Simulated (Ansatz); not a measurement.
Predict the output of the script below (Ansatz's Python interface).

Script `run_dimer.py`:
```python
"""Interaction energy of two CH4BI molecules, with the counterpoise correction."""

import ansatz as az

FIRST = [
    ("B", (-0.7916, 0.124, -0.4449)),
    ("C", (0.5723, 0.1026, 0.2576)),
    ("I", (0.8763, -1.834, 1.0687)),
    ("H", (-1.4765, -0.7642, -0.4868)),
    ("H", (-1.1895, 1.1656, -0.9883)),
    ("H", (0.6103, 0.8744, 1.0711)),
    ("H", (1.3984, 0.3315, -0.4777)),
]
SECOND = [
    ("B", (-3.4076, -0.0472, -2.5856)),
    ("C", (-4.6278, -0.9493, -2.8128)),
    ("I", (-6.2342, 0.2578, -3.4934)),
    ("H", (-3.4206, 1.0614, -2.7604)),
    ("H", (-2.3456, -0.538, -2.1734)),
    ("H", (-4.9128, -1.4756, -1.8638)),
    ("H", (-4.3979, -1.7352, -3.5907)),
]

def energy(atoms, ghosts=()):
    molecule = az.Crystal.molecule()
    for symbol, xyz in atoms:
        molecule = molecule.atom(symbol, xyz)
    calc = (
        molecule.calculation()
        .basis(gaussian="def2-SVP")
        .correlation("MP2")
    )
    deck = calc.input()
    if ghosts:
        deck = deck.set(az.key.basis.gaussian.ghost_atoms, [{"symbol": s, "position_ang": list(xyz)} for s, xyz in ghosts])
    return az.Session.from_dict(deck).plan().execute().report["free_energy_ev"]

# monomers in their own basis and in the basis of the dimer
both = energy(FIRST + SECOND)
alone = energy(FIRST) + energy(SECOND)
ghosted = energy(FIRST, SECOND) + energy(SECOND, FIRST)
print(f"dimer {both:.6f} eV")
print(f"interaction, uncorrected   {(both - alone):8.3f} eV")
print(f"interaction, counterpoise  {(both - ghosted):8.3f} eV")
print(f"basis-set superposition    {(alone - ghosted):8.3f} eV")
```

```console
$ python run_dimer.py
dimer -19689.770845 eV
interaction, uncorrected      0.181 eV
interaction, counterpoise     0.221 eV
basis-set superposition       0.040 eV
```

Uncorrected it is 0.181 eV, with the counterpoise correction 0.221 eV; the difference, 0.04 eV, is the superposition error. In this basis both values are repulsive.

Total energies depend on the basis set; only differences at equal settings carry meaning. The dimer is a generated trial pose of unrelaxed monomers, not a minimum, so the figure is no binding energy, and the basis set is small. def2 sets replace the cores of elements past krypton by effective core potentials. Run time: 15 s on 1 thread of Arm Neoverse V1, on a shared host, peak memory 0.41 GiB.
